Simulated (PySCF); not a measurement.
# C₂H₆BNO: NMR shifts and electronic excitations at several levels of theory

Aim: compute the NMR shifts and electronic excitations of C₂H₆BNO (`CC#[N+][BH2-]O`) at several levels, and see how far they spread and what each costs.

Computed with PySCF 2.14.0, with density-fitted response routines of our own, on a single molecule in the gas phase. Atoms count from 0, in the outputs and in this text.

## Step 1: The molecule as given

11 atoms, charge 0, multiplicity 1; geometry from: PBE0-D3(BJ)/def2-SVP.

Bonds of the start (Å): C0–C1 1.45, C1–N2 1.15, N2–B3 1.65, B3–O4 1.42, C0–H5 1.10, C0–H6 1.10, C0–H7 1.10, B3–H8 1.23, B3–H9 1.23, O4–H10 0.96.

## Step 2: NMR shieldings: PBE0/6-31G*

Job settings and geometry (Å):

```
{"job": {"kind": "nmr", "xc": "PBE0", "basis": "6-31G*", "pop": true}, "charge": 0, "multiplicity": 1}
C     -2.276940     0.272728     0.344552
C     -0.889173     0.003636     0.034308
N      0.209623    -0.211425    -0.229350
B      1.793285    -0.470502    -0.630712
O      2.488717     0.754760    -0.484992
H     -2.925702    -0.245957    -0.375925
H     -2.466801     1.353847     0.280882
H     -2.515191    -0.075340     1.359776
H      1.658320    -0.832073    -1.795823
H      2.075578    -1.392453     0.137328
H      2.886260     0.818392     0.385307
```

Level: GIAO PBE0/6-31G* NMR shielding, non-relativistic, gas phase.

The run is started by

```sh
$ OMP_NUM_THREADS=1 python probes_run.py task.json out
```

This one command runs all jobs of the session in turn.

The program printed:

```text
coarse grid: 9128 points
cycle   1  E = -234.2799564603  dE =  5.061e-01  |g| = 7.472e-01  |ddm| = 3.062e+00
cycle   2  E = -233.9975305829  dE =  2.824e-01  |g| = 1.369e+00  |ddm| = 1.888e+00
cycle   3  E = -234.4007281769  dE = -4.032e-01  |g| = 1.589e-01  |ddm| = 1.354e+00
cycle   4  E = -234.4032005107  dE = -2.472e-03  |g| = 1.279e-01  |ddm| = 1.813e-01
cycle   5  E = -234.4065258335  dE = -3.325e-03  |g| = 2.396e-02  |ddm| = 9.813e-02
cycle   6  E = -234.4066676443  dE = -1.418e-04  |g| = 3.822e-03  |ddm| = 2.310e-02
cycle   7  E = -234.4066712513  dE = -3.607e-06  |g| = 9.596e-04  |ddm| = 3.966e-03
final grid: 88056 points
cycle   8  E = -234.3661837674  dE = -1.882e-05  |g| = 5.775e-03  |ddm| = 1.981e-02
cycle   9  E = -234.3661815497  dE =  2.218e-06  |g| = 6.802e-03  |ddm| = 1.016e-02
cycle  10  E = -234.3661917158  dE = -1.017e-05  |g| = 1.742e-03  |ddm| = 5.732e-03
cycle  11  E = -234.3661923517  dE = -6.359e-07  |g| = 3.557e-04  |ddm| = 1.297e-03
cycle  12  E = -234.3661923762  dE = -2.454e-08  |g| = 8.963e-05  |ddm| = 2.932e-04
cycle  13  E = -234.3661923778  dE = -1.538e-09  |g| = 2.750e-05  |ddm| = 9.540e-05
cycle  14  E = -234.3661923780  dE = -1.849e-10  |g| = 3.494e-06  |ddm| = 2.584e-05
converged SCF energy = -234.3661923780

GIAO shielding tensors (ppm)
atom      isotropic    diamagn.    paramagn.     s11        s22        s33       span
  0 C      192.599     251.041     -58.442    184.579    185.852    207.365     22.786
  1 C       90.551     269.112    -178.561      7.358     11.006    253.291    245.933
  2 N       44.994     325.496    -280.502   -105.611    -92.145    332.738    438.349
  3 B      118.413     192.358     -73.945    102.618    119.664    132.957     30.339
  4 O      309.123     384.539     -75.416    273.735    310.430    343.203     69.468
  5 H       29.974      27.684       2.290     25.526     28.151     36.245     10.720
  6 H       29.917      28.169       1.748     25.497     28.236     36.017     10.520
  7 H       30.052      28.173       1.879     25.548     28.223     36.386     10.838
  8 H       28.309      29.785      -1.475     25.214     29.369     30.345      5.131
  9 H       28.379      30.361      -1.982     25.288     29.484     30.363      5.075
 10 H       31.972      28.510       3.462     24.965     28.198     42.753     17.788
```

Wall time 8.7 s (1 thread of Arm Neoverse N1, shared host); peak memory 0.44 GiB.

Shifts follow as δ = σ(reference) − σ, with reference shieldings (ppm) from runs at the same level and on the same kind of geometry: 1H TMS 31.96, 13C TMS 194.1, 15N NH3 259.4, 17O H2O 324.2, 11B BF3·OEt2 112.3. The references are single molecules in the gas phase, so shifts against H2O, NH3, PH3, H3PO4 or CFCl3 are not on the usual liquid scales and can be off by tens of ppm. Atoms listed in one row are averaged.

| atoms | environment | σ (ppm) | δ (ppm) |
| --- | --- | --- | --- |
| C1 | nitrilium-type carbon | 90.6 | 103.6 |
| C0 | methyl carbon α to a nitrile | 192.6 | 1.5 |
| H8, H9 | hydrogen on a boron bonded to N, O | 28.34 | 3.62 |
| H5, H6, H7 | hydrogen on a methyl carbon α to a nitrile | 29.98 | 1.98 |
| H10 | hydrogen on an oxygen bonded to B | 31.97 | -0.01 |
| N2 | donor nitrogen of a Lewis adduct | 45.0 | 214.4 |
| B3 | boron bonded to N, O, 2 H | 118.4 | -6.2 |
| O4 | oxygen bonded to B, H | 309.1 | 15.1 |

Charges from the same density, by scheme (e):

| atoms | Mulliken | IAO | Hirshfeld | ESP fit |
| --- | --- | --- | --- | --- |
| C0 | -0.60 | -0.45 | -0.04 | -0.60 |
| C1 | 0.33 | 0.22 | 0.15 | 0.43 |
| N2 | -0.24 | -0.01 | -0.01 | -0.20 |
| B3 | 0.20 | 0.00 | 0.02 | 0.28 |
| O4 | -0.65 | -0.61 | -0.31 | -0.65 |

Mayer bond orders: C0–C1 1.02, C1–N2 2.60, N2–B3 0.53, B3–O4 1.09.

## Step 3: NMR shieldings: PBE0/6-311+G(2d,p)

The job, as its differences from that of step 2:

```diff
@@ -1,2 +1,2 @@
-{"job": {"kind": "nmr", "xc": "PBE0", "basis": "6-31G*", "pop": true}, "charge": 0, "multiplicity": 1}
+{"job": {"kind": "nmr", "xc": "PBE0", "basis": "6-311+G(2d,p)", "pop": true}, "charge": 0, "multiplicity": 1}
 C     -2.276940     0.272728     0.344552
```

Level: GIAO PBE0/6-311+G(2d,p) NMR shielding, non-relativistic, gas phase.

The program printed:

```text
coarse grid: 9128 points
cycle   1  E = -234.3229109722  dE =  5.071e-01  |g| = 7.732e-01  |ddm| = 3.354e+00
cycle   2  E = -233.9511054544  dE =  3.718e-01  |g| = 1.544e+00  |ddm| = 2.545e+00
cycle   3  E = -234.4488947857  dE = -4.978e-01  |g| = 1.434e-01  |ddm| = 2.098e+00
cycle   4  E = -234.4497799362  dE = -8.852e-04  |g| = 1.348e-01  |ddm| = 1.842e-01
cycle   5  E = -234.4533295077  dE = -3.550e-03  |g| = 2.882e-02  |ddm| = 9.587e-02
cycle   6  E = -234.4535099409  dE = -1.804e-04  |g| = 4.453e-03  |ddm| = 2.798e-02
cycle   7  E = -234.4535144420  dE = -4.501e-06  |g| = 1.097e-03  |ddm| = 5.044e-03
final grid: 88056 points
cycle   8  E = -234.4507245589  dE = -4.456e-05  |g| = 6.588e-03  |ddm| = 9.197e-02
cycle   9  E = -234.4507199643  dE =  4.595e-06  |g| = 8.121e-03  |ddm| = 1.094e-02
cycle  10  E = -234.4507327072  dE = -1.274e-05  |g| = 2.035e-03  |ddm| = 7.416e-03
cycle  11  E = -234.4507335078  dE = -8.007e-07  |g| = 5.446e-04  |ddm| = 1.420e-03
cycle  12  E = -234.4507335562  dE = -4.837e-08  |g| = 2.249e-04  |ddm| = 4.768e-04
cycle  13  E = -234.4507335662  dE = -9.986e-09  |g| = 2.945e-05  |ddm| = 1.715e-04
cycle  14  E = -234.4507335664  dE = -1.925e-10  |g| = 6.847e-06  |ddm| = 3.686e-05
converged SCF energy = -234.4507335664

GIAO shielding tensors (ppm)
atom      isotropic    diamagn.    paramagn.     s11        s22        s33       span
  0 C      186.122     241.133     -55.011    178.151    179.370    200.846     22.695
  1 C       70.862     275.153    -204.291    -20.662    -16.437    249.684    270.346
  2 N       19.920     314.097    -294.177   -141.809   -130.544    332.112    473.921
  3 B      110.520     187.352     -76.831     95.076    110.101    126.383     31.307
  4 O      298.810     381.534     -82.723    273.307    286.592    336.532     63.225
  5 H       29.435      28.027       1.408     24.894     27.410     36.001     11.106
  6 H       29.388      28.482       0.906     24.889     27.565     35.709     10.820
  7 H       29.511      28.546       0.965     24.921     27.458     36.155     11.233
  8 H       27.968      28.392      -0.424     24.774     29.171     29.959      5.186
  9 H       27.856      28.905      -1.049     24.765     28.856     29.947      5.183
 10 H       31.638      30.811       0.828     24.435     27.923     42.557     18.121
```

It took 20 s on 1 thread of Arm Neoverse N1, shared host; peak memory 0.74 GiB.

Key values: δ C1 115.6, C0 0.3, N2 242.0, B3 -8.1, H8 3.60, H5 2.07 ppm (means over like atoms).

## Step 4: Nuclear shieldings: PBE0/def2-SVP

The job, as its differences from that of step 3:

```diff
@@ -1,2 +1,2 @@
-{"job": {"kind": "nmr", "xc": "PBE0", "basis": "6-311+G(2d,p)", "pop": true}, "charge": 0, "multiplicity": 1}
+{"job": {"kind": "nmr", "xc": "PBE0", "basis": "def2-SVP", "pop": true}, "charge": 0, "multiplicity": 1}
 C     -2.276940     0.272728     0.344552
```

Level: GIAO PBE0/def2-SVP NMR shielding, non-relativistic, gas phase.

The program printed:

```text
coarse grid: 9128 points
cycle   1  E = -234.0422063962  dE =  4.755e-01  |g| = 7.416e-01  |ddm| = 3.339e+00
cycle   2  E = -233.7361306841  dE =  3.061e-01  |g| = 1.402e+00  |ddm| = 2.128e+00
cycle   3  E = -234.1627630047  dE = -4.266e-01  |g| = 1.450e-01  |ddm| = 1.564e+00
cycle   4  E = -234.1642264483  dE = -1.463e-03  |g| = 1.283e-01  |ddm| = 1.721e-01
cycle   5  E = -234.1675748879  dE = -3.348e-03  |g| = 2.400e-02  |ddm| = 9.691e-02
cycle   6  E = -234.1677145757  dE = -1.397e-04  |g| = 4.013e-03  |ddm| = 2.388e-02
cycle   7  E = -234.1677185372  dE = -3.962e-06  |g| = 9.579e-04  |ddm| = 4.276e-03
final grid: 88056 points
cycle   8  E = -234.2045612827  dE = -2.003e-05  |g| = 6.051e-03  |ddm| = 1.875e-02
cycle   9  E = -234.2045581601  dE =  3.123e-06  |g| = 7.331e-03  |ddm| = 1.074e-02
cycle  10  E = -234.2045696539  dE = -1.149e-05  |g| = 1.406e-03  |ddm| = 6.278e-03
cycle  11  E = -234.2045700521  dE = -3.983e-07  |g| = 3.784e-04  |ddm| = 1.174e-03
cycle  12  E = -234.2045700802  dE = -2.807e-08  |g| = 9.881e-05  |ddm| = 3.149e-04
cycle  13  E = -234.2045700822  dE = -2.004e-09  |g| = 2.412e-05  |ddm| = 9.026e-05
cycle  14  E = -234.2045700824  dE = -1.558e-10  |g| = 2.832e-06  |ddm| = 2.716e-05
converged SCF energy = -234.2045700824

GIAO shielding tensors (ppm)
atom      isotropic    diamagn.    paramagn.     s11        s22        s33       span
  0 C      194.547     249.574     -55.027    187.388    188.545    207.707     20.319
  1 C       85.635     281.027    -195.392      1.861      4.974    250.070    248.209
  2 N       38.078     319.577    -281.498   -115.830   -101.983    332.048    447.878
  3 B      117.549     194.485     -76.937    100.796    118.976    132.875     32.079
  4 O      318.638     375.871     -57.233    284.679    312.789    358.447     73.768
  5 H       29.399      27.540       1.859     24.756     27.267     36.174     11.418
  6 H       29.344      28.463       0.881     24.752     27.338     35.941     11.190
  7 H       29.478      28.383       1.094     24.802     27.317     36.314     11.512
  8 H       28.003      29.845      -1.842     24.759     29.005     30.243      5.484
  9 H       27.986      30.906      -2.920     24.859     29.028     30.069      5.210
 10 H       31.160      30.137       1.023     23.539     27.450     42.492     18.953
```

Wall time 10 s (1 thread of Arm Neoverse N1, shared host); peak memory 0.49 GiB.

In short: δ C1 108.1, C0 -0.8, N2 231.8, B3 -6.9, H8 3.35, H5 1.94 ppm (means over like atoms).

## Step 5: NMR shieldings: PBE0/def2-TZVP

The job, as its differences from that of step 4:

```diff
@@ -1,2 +1,2 @@
-{"job": {"kind": "nmr", "xc": "PBE0", "basis": "def2-SVP", "pop": true}, "charge": 0, "multiplicity": 1}
+{"job": {"kind": "nmr", "xc": "PBE0", "basis": "def2-TZVP", "pop": true}, "charge": 0, "multiplicity": 1}
 C     -2.276940     0.272728     0.344552
```

Method: GIAO PBE0/def2-TZVP NMR shielding, non-relativistic, gas phase.

The program printed:

```text
coarse grid: 9128 points
cycle   1  E = -234.3468606095  dE =  4.999e-01  |g| = 7.800e-01  |ddm| = 2.397e+00
cycle   2  E = -234.0010122823  dE =  3.458e-01  |g| = 1.514e+00  |ddm| = 2.402e+00
cycle   3  E = -234.4729148050  dE = -4.719e-01  |g| = 1.530e-01  |ddm| = 1.947e+00
cycle   4  E = -234.4743505857  dE = -1.436e-03  |g| = 1.363e-01  |ddm| = 1.305e-01
cycle   5  E = -234.4779645548  dE = -3.614e-03  |g| = 2.862e-02  |ddm| = 7.208e-02
cycle   6  E = -234.4781458123  dE = -1.813e-04  |g| = 4.230e-03  |ddm| = 1.894e-02
cycle   7  E = -234.4781499078  dE = -4.095e-06  |g| = 1.071e-03  |ddm| = 3.855e-03
final grid: 88056 points
cycle   8  E = -234.4697947820  dE = -5.085e-05  |g| = 6.326e-03  |ddm| = 6.697e-02
cycle   9  E = -234.4697913215  dE =  3.460e-06  |g| = 7.598e-03  |ddm| = 7.927e-03
cycle  10  E = -234.4698027266  dE = -1.141e-05  |g| = 1.899e-03  |ddm| = 4.781e-03
cycle  11  E = -234.4698034190  dE = -6.924e-07  |g| = 5.108e-04  |ddm| = 1.238e-03
cycle  12  E = -234.4698034621  dE = -4.317e-08  |g| = 2.083e-04  |ddm| = 3.320e-04
cycle  13  E = -234.4698034705  dE = -8.320e-09  |g| = 2.963e-05  |ddm| = 1.388e-04
cycle  14  E = -234.4698034706  dE = -1.941e-10  |g| = 6.267e-06  |ddm| = 2.473e-05
converged SCF energy = -234.4698034706

GIAO shielding tensors (ppm)
atom      isotropic    diamagn.    paramagn.     s11        s22        s33       span
  0 C      185.479     240.678     -55.199    177.354    178.655    200.429     23.074
  1 C       69.880     274.708    -204.828    -22.111    -17.994    249.744    271.854
  2 N       17.939     323.513    -305.573   -144.754   -133.342    331.914    476.668
  3 B      110.341     189.254     -78.913     94.480    110.232    126.310     31.830
  4 O      302.104     385.986     -83.883    277.260    286.522    342.529     65.268
  5 H       29.405      27.168       2.236     24.878     27.390     35.945     11.067
  6 H       29.365      27.434       1.931     24.897     27.535     35.661     10.764
  7 H       29.483      27.492       1.990     24.902     27.437     36.109     11.206
  8 H       27.935      28.778      -0.843     24.771     29.128     29.907      5.136
  9 H       27.842      29.943      -2.100     24.772     28.857     29.899      5.127
 10 H       31.591      30.182       1.409     24.408     27.897     42.468     18.060
```

It took 24 s on 1 thread of Arm Neoverse N1, shared host; peak memory 0.88 GiB.

This run: δ C1 116.8, C0 1.2, N2 248.0, B3 -7.7, H8 3.59, H5 2.06 ppm (means over like atoms).

## Step 6: Nuclear shieldings: PBE0/cc-pVDZ

The job, as its differences from that of step 5:

```diff
@@ -1,2 +1,2 @@
-{"job": {"kind": "nmr", "xc": "PBE0", "basis": "def2-TZVP", "pop": true}, "charge": 0, "multiplicity": 1}
+{"job": {"kind": "nmr", "xc": "PBE0", "basis": "cc-pVDZ", "pop": true}, "charge": 0, "multiplicity": 1}
 C     -2.276940     0.272728     0.344552
```

Method: GIAO PBE0/cc-pVDZ NMR shielding, non-relativistic, gas phase.

The program printed:

```text
coarse grid: 9128 points
cycle   1  E = -234.2541172198  dE =  5.370e-01  |g| = 7.470e-01  |ddm| = 6.130e+00
cycle   2  E = -233.9539582188  dE =  3.002e-01  |g| = 1.400e+00  |ddm| = 2.880e+00
cycle   3  E = -234.3750719146  dE = -4.211e-01  |g| = 1.511e-01  |ddm| = 1.917e+00
cycle   4  E = -234.3769348753  dE = -1.863e-03  |g| = 1.282e-01  |ddm| = 3.147e-01
cycle   5  E = -234.3802716181  dE = -3.337e-03  |g| = 2.387e-02  |ddm| = 1.549e-01
cycle   6  E = -234.3804114279  dE = -1.398e-04  |g| = 3.820e-03  |ddm| = 4.419e-02
cycle   7  E = -234.3804150095  dE = -3.582e-06  |g| = 9.515e-04  |ddm| = 7.706e-03
final grid: 88056 points
cycle   8  E = -234.3894869750  dE = -2.048e-05  |g| = 5.896e-03  |ddm| = 4.615e-02
cycle   9  E = -234.3894847397  dE =  2.235e-06  |g| = 6.876e-03  |ddm| = 2.119e-02
cycle  10  E = -234.3894951381  dE = -1.040e-05  |g| = 1.893e-03  |ddm| = 1.125e-02
cycle  11  E = -234.3894958923  dE = -7.542e-07  |g| = 3.588e-04  |ddm| = 2.404e-03
cycle  12  E = -234.3894959167  dE = -2.446e-08  |g| = 9.376e-05  |ddm| = 5.321e-04
cycle  13  E = -234.3894959184  dE = -1.664e-09  |g| = 2.770e-05  |ddm| = 1.532e-04
cycle  14  E = -234.3894959186  dE = -1.887e-10  |g| = 3.477e-06  |ddm| = 5.465e-05
converged SCF energy = -234.3894959186

GIAO shielding tensors (ppm)
atom      isotropic    diamagn.    paramagn.     s11        s22        s33       span
  0 C      195.273     248.465     -53.192    187.351    188.589    209.877     22.526
  1 C       86.672     274.974    -188.302      2.061      5.937    252.019    249.958
  2 N       39.661     323.931    -284.269   -113.140   -100.474    332.598    445.738
  3 B      119.139     196.788     -77.649    102.686    120.732    133.997     31.311
  4 O      316.628     375.377     -58.749    283.334    309.723    356.827     73.493
  5 H       29.294      27.196       2.098     24.772     27.268     35.842     11.070
  6 H       29.236      28.052       1.185     24.741     27.329     35.639     10.897
  7 H       29.369      28.004       1.365     24.795     27.311     36.001     11.206
  8 H       27.900      30.431      -2.530     24.780     28.882     30.039      5.258
  9 H       27.850      31.529      -3.678     24.771     28.817     29.963      5.192
 10 H       31.466      30.651       0.815     24.175     27.648     42.575     18.399
```

Run time: 11 s. Hardware: 1 thread of Arm Neoverse N1, shared host; peak memory 0.52 GiB.

Key values: δ C1 110.1, C0 1.5, N2 233.5, B3 -5.3, H8 3.41, H5 1.99 ppm (means over like atoms).

## Step 7: Nuclear shieldings: PBE0/cc-pVTZ

The job, as its differences from that of step 6:

```diff
@@ -1,2 +1,2 @@
-{"job": {"kind": "nmr", "xc": "PBE0", "basis": "cc-pVDZ", "pop": true}, "charge": 0, "multiplicity": 1}
+{"job": {"kind": "nmr", "xc": "PBE0", "basis": "cc-pVTZ", "pop": true}, "charge": 0, "multiplicity": 1}
 C     -2.276940     0.272728     0.344552
```

Level: GIAO PBE0/cc-pVTZ NMR shielding, non-relativistic, gas phase.

The program printed:

```text
coarse grid: 9128 points
cycle   1  E = -234.3404331058  dE =  4.987e-01  |g| = 7.790e-01  |ddm| = 6.574e+00
cycle   2  E = -234.0088412335  dE =  3.316e-01  |g| = 1.496e+00  |ddm| = 3.071e+00
cycle   3  E = -234.4654229815  dE = -4.566e-01  |g| = 1.559e-01  |ddm| = 2.141e+00
cycle   4  E = -234.4670994297  dE = -1.676e-03  |g| = 1.346e-01  |ddm| = 3.125e-01
cycle   5  E = -234.4706143242  dE = -3.515e-03  |g| = 2.860e-02  |ddm| = 1.582e-01
cycle   6  E = -234.4707941731  dE = -1.798e-04  |g| = 4.202e-03  |ddm| = 4.422e-02
cycle   7  E = -234.4707981938  dE = -4.021e-06  |g| = 1.100e-03  |ddm| = 8.118e-03
final grid: 88056 points
cycle   8  E = -234.4637518142  dE = -6.124e-05  |g| = 6.463e-03  |ddm| = 8.747e-02
cycle   9  E = -234.4637483038  dE =  3.510e-06  |g| = 7.729e-03  |ddm| = 2.118e-02
cycle  10  E = -234.4637600835  dE = -1.178e-05  |g| = 1.990e-03  |ddm| = 1.145e-02
cycle  11  E = -234.4637608460  dE = -7.625e-07  |g| = 5.125e-04  |ddm| = 2.625e-03
cycle  12  E = -234.4637608888  dE = -4.287e-08  |g| = 2.127e-04  |ddm| = 7.279e-04
cycle  13  E = -234.4637608973  dE = -8.495e-09  |g| = 3.051e-05  |ddm| = 2.836e-04
cycle  14  E = -234.4637608975  dE = -2.058e-10  |g| = 6.213e-06  |ddm| = 5.902e-05
converged SCF energy = -234.4637608975

GIAO shielding tensors (ppm)
atom      isotropic    diamagn.    paramagn.     s11        s22        s33       span
  0 C      186.587     243.031     -56.444    178.420    179.719    201.623     23.202
  1 C       72.208     275.438    -203.230    -18.589    -14.920    250.134    268.723
  2 N       21.135     320.185    -299.050   -140.331   -128.221    331.957    472.288
  3 B      110.665     189.855     -79.190     94.469    110.506    127.021     32.552
  4 O      304.289     382.753     -78.464    279.085    290.911    342.870     63.785
  5 H       29.175      28.016       1.160     24.574     27.078     35.874     11.300
  6 H       29.134      28.385       0.749     24.578     27.211     35.614     11.036
  7 H       29.252      28.419       0.832     24.596     27.116     36.043     11.447
  8 H       27.880      28.698      -0.818     24.707     29.057     29.877      5.170
  9 H       27.783      29.974      -2.191     24.628     28.799     29.922      5.295
 10 H       31.130      31.005       0.125     23.644     27.123     42.624     18.980
```

Wall time 32 s (1 thread of Arm Neoverse N1, shared host); peak memory 0.85 GiB.

This run: δ C1 115.1, C0 0.7, N2 245.6, B3 -7.9, H8 3.46, H5 2.10 ppm (means over like atoms).

## Step 8: Shielding tensors: PBE0/aug-cc-pVDZ

The job, as its differences from that of step 7:

```diff
@@ -1,2 +1,2 @@
-{"job": {"kind": "nmr", "xc": "PBE0", "basis": "cc-pVTZ", "pop": true}, "charge": 0, "multiplicity": 1}
+{"job": {"kind": "nmr", "xc": "PBE0", "basis": "aug-cc-pVDZ", "pop": true}, "charge": 0, "multiplicity": 1}
 C     -2.276940     0.272728     0.344552
```

Method: GIAO PBE0/aug-cc-pVDZ NMR shielding, non-relativistic, gas phase.

The program printed:

```text
coarse grid: 9128 points
cycle   1  E = -234.2728038861  dE =  5.248e-01  |g| = 7.353e-01  |ddm| = 9.517e+00
cycle   2  E = -233.9222126623  dE =  3.506e-01  |g| = 1.477e+00  |ddm| = 3.571e+00
cycle   3  E = -234.3938632656  dE = -4.717e-01  |g| = 1.315e-01  |ddm| = 2.270e+00
cycle   4  E = -234.3945787984  dE = -7.155e-04  |g| = 1.254e-01  |ddm| = 3.818e-01
cycle   5  E = -234.3977684419  dE = -3.190e-03  |g| = 2.398e-02  |ddm| = 2.088e-01
cycle   6  E = -234.3979026469  dE = -1.342e-04  |g| = 3.884e-03  |ddm| = 6.109e-02
cycle   7  E = -234.3979062483  dE = -3.601e-06  |g| = 9.038e-04  |ddm| = 1.022e-02
final grid: 88056 points
cycle   8  E = -234.4069943428  dE = -2.265e-05  |g| = 5.816e-03  |ddm| = 1.641e-01
cycle   9  E = -234.4069917454  dE =  2.597e-06  |g| = 6.936e-03  |ddm| = 3.271e-02
cycle  10  E = -234.4070021262  dE = -1.038e-05  |g| = 1.847e-03  |ddm| = 1.432e-02
cycle  11  E = -234.4070028421  dE = -7.159e-07  |g| = 3.642e-04  |ddm| = 2.958e-03
cycle  12  E = -234.4070028664  dE = -2.435e-08  |g| = 1.165e-04  |ddm| = 7.921e-04
cycle  13  E = -234.4070028691  dE = -2.695e-09  |g| = 2.876e-05  |ddm| = 2.129e-04
cycle  14  E = -234.4070028693  dE = -2.057e-10  |g| = 4.186e-06  |ddm| = 9.245e-05
converged SCF energy = -234.4070028693

GIAO shielding tensors (ppm)
atom      isotropic    diamagn.    paramagn.     s11        s22        s33       span
  0 C      193.272     237.861     -44.589    185.388    186.428    208.001     22.614
  1 C       81.549     276.109    -194.560     -5.519     -1.209    251.374    256.893
  2 N       39.068     299.895    -260.827   -113.061   -102.510    332.775    445.835
  3 B      116.132     237.412    -121.281    100.584    116.921    130.889     30.306
  4 O      306.596     364.025     -57.429    284.055    292.751    342.982     58.926
  5 H       29.252      28.254       0.998     24.762     27.208     35.786     11.024
  6 H       29.206      28.996       0.210     24.760     27.357     35.500     10.740
  7 H       29.321      29.040       0.281     24.765     27.244     35.954     11.189
  8 H       27.830      29.729      -1.899     24.695     28.972     29.822      5.127
  9 H       27.687      31.935      -4.249     24.588     28.693     29.780      5.192
 10 H       31.357      29.182       2.175     24.060     27.561     42.450     18.390
```

It took 21 s on 1 thread of Arm Neoverse N1, shared host; peak memory 0.78 GiB.

In short: δ C1 113.6, C0 1.8, N2 230.8, B3 -6.0, H8 3.64, H5 2.14 ppm (means over like atoms).

(Part 1 of 2 ends here.)
